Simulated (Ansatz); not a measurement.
Working through vertical energies of changing the electron count of BFGeH6Si, SMILES F[B]([SiH3])[GeH3]

With Ansatz 0.2.0, Python API.

The cells in order, each with its output:

**Cell 1**
```python
import ansatz as az
from ase import Atoms

BASIS = 'def2-SVPD'
XC = 'r2scan'
```

**Cell 2**
```python
def energy_of(molecule, charge=0, unpaired=0):
    calc = molecule.calculation().basis(gaussian=BASIS).functional(XC)
    if charge:
        calc = calc.charge(charge)
    if unpaired:
        calc = calc.spin('collinear', total=unpaired)
    report = calc.run(threads=1).report
    if report['published_state_doubts']:
        print('  doubts:', report['published_state_doubts'])
    return report['free_energy_ev']
```

**Cell 3**
```python
atoms = Atoms(['F', 'B', 'Si', 'Ge', 'H', 'H', 'H', 'H', 'H', 'H'], positions=[
    (-1.1127, -1.0626, -1.6287),
    (-0.4194, -0.3527, -0.6004),
    (0.2845, 1.4195, -0.9254),
    (-0.061, -1.2437, 1.1778),
    (1.2572, 1.3575, -2.0602),
    (1.026, 1.8899, 0.2921),
    (-0.7487, 2.3537, -1.2175),
    (-0.7786, -2.629, 1.1607),
    (-0.751, -0.3642, 2.3442),
    (1.3867, -1.4196, 1.4604),
])
bfgeh6si = az.Crystal.molecule_from_ase(atoms)

parent = energy_of(bfgeh6si, 0, 0)
cation = energy_of(bfgeh6si, 1, 1)
print(f'E(N)   = {parent:.5f} eV')
print(f'E(N-1) = {cation:.5f} eV  (1 unpaired)')
print(f'vertical ionisation energy {cation - parent:.3f} eV')
```
Output:
```text
E(N)   = -67872.15305 eV
E(N-1) = -67862.65398 eV  (1 unpaired)
vertical ionisation energy 9.499 eV
```

At this unrelaxed geometry removing an electron costs 9.50 eV.

Notes:
- Total energies depend on the basis set; only differences at equal settings carry meaning.
- The geometry is a force-field or estimated start, not a minimum of this method, and the basis set is short of its limit. All parts are taken at fixed geometry, without zero-point energy. At an unrelaxed start these energies can be a whole eV from those at the minimum, and a small affinity can change sign.
- Run time: 36 s on 1 thread of Arm Neoverse V2, on a shared host, peak memory 0.4 GiB.
